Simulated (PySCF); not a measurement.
# [Eu(H2O)2]2+: other functionals and bases at one geometry

One table from this session's results is given with a row withheld; the runs are named, their logs left out.

Computed with PySCF 2.14.0. Level: several levels, as the steps say, no spin–orbit coupling.

1 further run of the same task is left out (for a known fault of the program).

### Starting geometry

7 atoms, charge 2, spin multiplicity 1.

Bond lengths: Eu1–O2 2.479 Å, Eu1–O5 2.479 Å, O2–H3 0.974 Å, O2–H4 0.974 Å, O5–H6 0.974 Å, O5–H7 0.974 Å. Angles: O2–Eu1–O5 180.0°, Eu1–O2–H3 128.4°, Eu1–O2–H4 128.4°, H3–O2–H4 103.2°, Eu1–O5–H6 128.4°, Eu1–O5–H7 128.4°, H6–O5–H7 103.2°.

As a file:

| atom | x (Å) | y (Å) | z (Å) |
| --- | --- | --- | --- |
| Eu1 | 0.0000 | 0.0000 | 0.0000 |
| O2 | 0.0000 | 0.0000 | 2.4788 |
| H3 | 0.5400 | 0.5400 | 3.0838 |
| H4 | -0.5400 | -0.5400 | 3.0838 |
| O5 | 0.0000 | 0.0000 | -2.4788 |
| H6 | 0.5400 | -0.5400 | -3.0838 |
| H7 | -0.5400 | 0.5400 | -3.0838 |

Formal oxidation states: Eu +2. Each metal's 7 4f electrons lie in its core potential, so multiplicities, spins and levels count the valence alone. An earlier session relaxed this geometry at PBE0, Eu lcecp-0-SVP with ECP53, O def2-SVP, H def2-SVP (singlet, point group D2d).

At PBE0 on the finer grid: E = -181.445153 Eh, frontier levels not given, since the 4f levels lie in the core, Mulliken charge on Eu1 +1.59 e, largest force component 0.001 eV/Å. 

Levels to run: CAM-B3LYP; BP86; PBE0, TZVP. Hardware: 2 threads of Arm Neoverse V2, shared host.

Set-up of the first run:

run.py (the lines that set the calculation)

```python
mol = gto.M(atom='''
Eu     0.00000     0.00000     0.00000
O      0.00000     0.00000     2.47881
H      0.53996     0.53996     3.08384
H     -0.53996    -0.53996     3.08384
O      0.00000     0.00000    -2.47881
H      0.53996    -0.53996    -3.08384
H     -0.53996     0.53996    -3.08384''',
    basis={'Eu': 'lcecp-0-SVP', 'O': 'def2-SVP', 'H': 'def2-SVP'},
    ecp={'Eu': 'lcecp-0-SVP'},
    charge=2, spin=0)
mf = dft.RKS(mol, xc='CAMB3LYP')
mf.grids.atom_grid = (75, 302)  # f atoms: unpruned, at least (60, 302)
mf = mf.density_fit()  # fitting sets: Eu AutoAux, O def2-universal-JKFIT, H def2-universal-JKFIT
mf.conv_tol = 1e-08; mf.max_cycle = 55
mf.kernel(dm0)  # dm0: the density of the relaxed state
```

Command:

```console
$ OMP_NUM_THREADS=2 python run.py
```

Steps of the session up to this table: CAM-B3LYP; BP86; PBE0, TZVP.

One of the session's tables, all rows but one given; the rest of the session is left out.

```
              level  charge on Eu1 (e)  largest force component (eV/Å)
PBE0 (relaxed here)               1.59                            0.00
          CAM-B3LYP               1.58                            0.13
               BP86                  ?                               ?
         PBE0, TZVP               1.78                            0.39
```

**Question.** Estimate the row for BP86.

The run gave: charge on Eu1 (e): 1.53; largest force component (eV/Å): 0.66. In the column «charge on Eu1 (e)» it is the lowest.

The largest leftover force, 0.66 eV/Å with BP86, stands at a geometry relaxed at another level. With 4f in the core, its levels are missing from HOMO and gap, and its count is fixed, so no charge can pass from the ligands into it. Total energies of different levels can't be compared.
